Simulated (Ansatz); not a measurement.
# NaB, space group Fm-3m: a relaxation followed by a look at the electronic structure

Computed with Ansatz 0.2.0 through its Python package.

Script `pipeline_nab.py`:
```python
# -*- coding: utf-8 -*-
'''From the given cell of NaB to a relaxed cell, its gap and its density of states.'''

import ansatz
import numpy as np


def count_gap(report):
    # lowest empty less highest filled band, counting bands; zero where they overlap
    return max(report.get('gap_by_band_count_ev') or 0.0, 0.0)


def setup_for(crystal, spacing):
    return (
        crystal.calculation()
        .basis(300)
        .functional('r2scan')
        .accuracy('low')
        .occupations('fermi_dirac', width=0.02)
        .scf(tolerance=1e-05, extra_bands=4)
        .kpoints(spacing=spacing)
    )

lattice = ansatz.Lattice.of(
    (0.0, 2.683869, 2.683869),
    (2.683869, 0.0, 2.683869),
    (2.683869, 2.683869, 0.0),
)
sites = [
    ('Na', (0.0, 0.0, 0.0)),
    ('B', (0.5, 0.5, 0.5)),
]
system = ansatz.Crystal(lattice=lattice)
for symbol, position in sites:
    system = system.atom(symbol, position)

relaxed = setup_for(system, 0.34).relax(cell=True, force_tolerance=0.02, max_steps=40).checkpoint(write='relax.run').run(threads=1)
cell = np.asarray(relaxed.lattice.cell_ang)
print('relaxed edges (A):', np.linalg.norm(cell, axis=1).round(4), ' volume:', round(abs(np.linalg.det(cell)), 3), 'A^3')
for site in relaxed.lattice.sites:
    print(' ', site.symbol, np.round(site.position_frac, 4) + 0.0)

final = ansatz.Crystal.from_checkpoint('relax.run')
result = setup_for(final, 0.26).functional('lda').stress().band_table().density_of_states(energy_step=0.05).run(threads=1)
rep = result.report
dos = result.density_of_states()
print(f'pressure at the relaxed cell {np.trace(rep["stress_gpa"]) / 3:.3f} GPa, gap by band count {count_gap(rep):.3f} eV')
if count_gap(rep) == 0:
    print('states/eV at the Fermi level:', round(float(np.interp(dos.fermi_ev, dos.energies_ev, dos.spin_summed_g_bin_mean_per_ev)), 3))
```

```console
$ python pipeline_nab.py
DeckWarning: basis.ecutwfc = 300 eV is below the records' recommended 500 eV, and the density's cutoff is lower with it unless basis.ecutrho_ratio is high enough to keep the records' density cutoff: compare with a run at a higher cutoff
DeckWarning: scf.convergence.dr2_threshold = 1e-5 eV is looser than this run's default, which is 1e-7 eV or tighter. The error in the forces grows as the threshold's square root, so leave the key out unless less accurate forces are enough
DeckWarning: relax.cell: scf.convergence.dr2_threshold = 1e-5 eV is looser than the 2e-10 eV advised for a relaxation that steers and ends on the stress (1e-10 eV for each atom of the cell: 2). What an SCF threshold leaves in a stress goes as its square root, and in the free energy as the threshold itself, and one [...]
relaxed edges (A): [3.7956 3.7956 3.7956]  volume: 38.665 A^3
  Na [0. 0. 0.]
  B [0.5 0.5 0.5]
DeckWarning: crystal.checkpoint: the structure is that of relax.run, a `relax` run, at its step 1: its result, under r2scan at a charge of 0 e; 2 atoms read, 0 with a starting moment [...]
DeckWarning: basis.ecutwfc = 300 eV is below the records' recommended 420 eV, and the density's cutoff is lower with it unless basis.ecutrho_ratio is high enough to keep the records' density cutoff: compare with a run at a higher cutoff
DeckWarning: output.stress: scf.convergence.dr2_threshold = 1e-5 eV is looser than the 2e-10 eV advised for a printed stress (1e-10 eV for each atom of the cell: 2). What an SCF threshold leaves in a stress goes as its square root, and in the free energy as the threshold itself, and one threshold admits the most on a [...]
pressure at the relaxed cell -2.731 GPa, gap by band count 0.000 eV
states/eV at the Fermi level: 1.132
```
(Warnings from the package without file and line, shortened.)

Caveats:
- These settings explore the input space; cutoff and mesh may be short of convergence.
- The cutoff lies under the one recommended for these potentials.
- Under the recommended cutoff a pressure can be off by several GPa, even in sign.
- The mesh is modest for a metal, so energies can be off by several to tens of meV an atom and pressures by half a GPa or more; differences at equal mesh fare better.
- The zero of the levels is a convention of the potentials, so an absolute Fermi energy is no work function.
- A gap by band count of zero or less means overlapping bands, a metal.
- The structure comes from a database of computed cells and needn't be a stable or known phase.
- Levels are Kohn-Sham eigenvalues on this mesh.
- Where the second run takes another functional or mesh than the relaxation, its pressure isn't zero; pressure is positive in compression.
- The computed bands are complete only to about 6.7 eV above the Fermi level; beyond that the density of states is undercounted.
- Run time: 2.1 s on 1 thread of INTEL(R) XEON(R) PLATINUM 8581C CPU @ 2.10GHz (Emerald Rapids) (shared host), peak memory 0.39 GiB.

(A comment or docstring line of the script was reworded after the run, the code is as it ran; lines on the test bed's own set-up are left out of the output.)
